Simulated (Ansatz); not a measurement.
Run this with Ansatz 0.2.0, Python API and show what comes out.

Script `mass_bazro3.py`:
```python
'''Band curvature masses of BaZrO3.'''

from dataclasses import dataclass

import ansatz as az
import numpy as np


@dataclass
class Options:
    functional: str = 'pbe'
    filling: str = 'fixed'


cfg = Options()

bazro3 = (
    az.Lattice.of((4.19134, 0.0, 0.0), (0.0, 4.19134, 0.0), (0.0, 0.0, 4.19134))
    .atom('Ba', (0.0, 0.0, 0.0))
    .atom('Zr', (0.5, 0.5, 0.5))
    .atom('O', (0.0, 0.5, 0.5))
    .atom('O', (0.5, 0.0, 0.5))
    .atom('O', (0.5, 0.5, 0.0))
)

model = (
    bazro3.calculation()
    .functional(cfg.functional)
    .basis(18 * az.Ha)
    .kpoints(6, center='gamma')
    .occupations(cfg.filling)
)
# step 1: where the edges lie on the mesh
done = model.band_table().run()
data = done.report
levels = np.array(data['eigenvalues_ev'])
filled = round(data['n_electrons'] / 2)
edges = {'top filled band': (filled - 1, levels[:, filled - 1].argmax()), 'lowest empty band': (filled, levels[:, filled].argmin())}
gap = levels[:, filled].min() - levels[:, filled - 1].max()
print(f'gap on the mesh {gap:.3f} eV')
if gap <= 0.05:
    print('no gap: band-edge masses have no meaning here')
    edges = {}
reciprocal = 2 * np.pi * np.linalg.inv(done.lattice.cell_ang).T
step = 0.006  # 1/A

# second differences give the curvature tensor; masses are hbar^2/m_e = 7.61996 eV A^2 over its eigenvalues
# a slope that is not zero means that the extremum lies off this mesh point
pairs = [(0, 1), (0, 2), (1, 2)]
moves = [sign * axis for axis in np.eye(3) for sign in (-1, 1)]
moves += [s1 * np.eye(3)[i] + s2 * np.eye(3)[j] for i, j in pairs for s1 in (1, -1) for s2 in (1, -1)]
for name, (band, index) in edges.items():
    together = int(np.sum(np.abs(levels[index] - levels[index, band]) < 2e-3))
    print(name, 'at k =', np.round(data['kpoints_frac'][index], 4), f'E = {levels[index, band]:.4f} eV, degeneracy {together}')
    centre = np.array(data['kpoints_frac'][index]) @ reciprocal
    points = [centre] + [centre + step * move for move in moves]
    table = model.band_structure(points, intervals=1, cartesian=True).run().band_structure().channels[0].eigenvalues_ev
    if together > 1:
        level = np.flatnonzero(np.abs(levels[index] - levels[index, band]) < 2e-3)
        along = (table[1, level] + table[2, level] - 2 * table[0, level]) / step ** 2
        print('  degenerate level, no single mass tensor; masses of its branches along x:', np.round(7.61996 / along, 3), 'm_e')
        continue
    e = table[:, band]
    hessian = np.diag((e[1:7:2] + e[2:7:2] - 2 * e[0]) / step ** 2)
    for (i, j), (pp, pm, mp, mm) in zip(pairs, e[7:].reshape(3, 4)):
        hessian[i, j] = hessian[j, i] = (pp - pm - mp + mm) / (4 * step ** 2)
    curvatures, axes = np.linalg.eigh(hessian)
    slope = (e[2:7:2] - e[1:7:2]) / (2 * step)
    print('  slope (eV A):', np.round(slope, 3) + 0.0, '' if np.abs(slope).max() < 0.05 else '- no extremum here, so these are local curvatures and no band-edge masses')
    for curvature, axis in zip(curvatures, axes.T):
        print(f'  principal mass {7.61996 / curvature:8.3f} m_e along', np.round(axis, 2) + 0.0)
```

Running `python mass_bazro3.py` prints:
```text
gap on the mesh 3.240 eV
top filled band at k = [-0.5 -0.5 -0.5] E = 9.8304 eV, degeneracy 3
  degenerate level, no single mass tensor; masses of its branches along x: [ -0.85   -0.85  -17.938] m_e
lowest empty band at k = [0. 0. 0.] E = 13.0705 eV, degeneracy 3
  degenerate level, no single mass tensor; masses of its branches along x: [2.754 0.353 0.353] m_e
```

Reading the output:
- Absolute energies stand on the zero of these potentials, so only differences at equal settings mean something. A total without «per atom» is that of the cell as typed.
- The run is spin-unpolarised.
- Semilocal gaps usually lie well under measured ones.
- The computed bands are complete only to about 4.8 eV above the Fermi level.
- The structure is a deposited one; some such entries were measured under pressure or heat, so a shift against it needn't be the functional's error alone.
- Levels are Kohn-Sham eigenvalues on this mesh, without spin-orbit coupling.
- The masses are finite-difference curvatures at extrema found on a coarse mesh, which needn't be the true band edges; a step that is long against the gap makes them too heavy. Negative values are curvatures of valence bands (the hole mass is their size). Spin-orbit coupling is left out, and light masses scale with the Kohn-Sham gap.
- Run time: 8 s on 1 thread of Intel(R) Xeon(R) Processor @ 2.30GHz (shared host), peak memory 0.57 GiB.
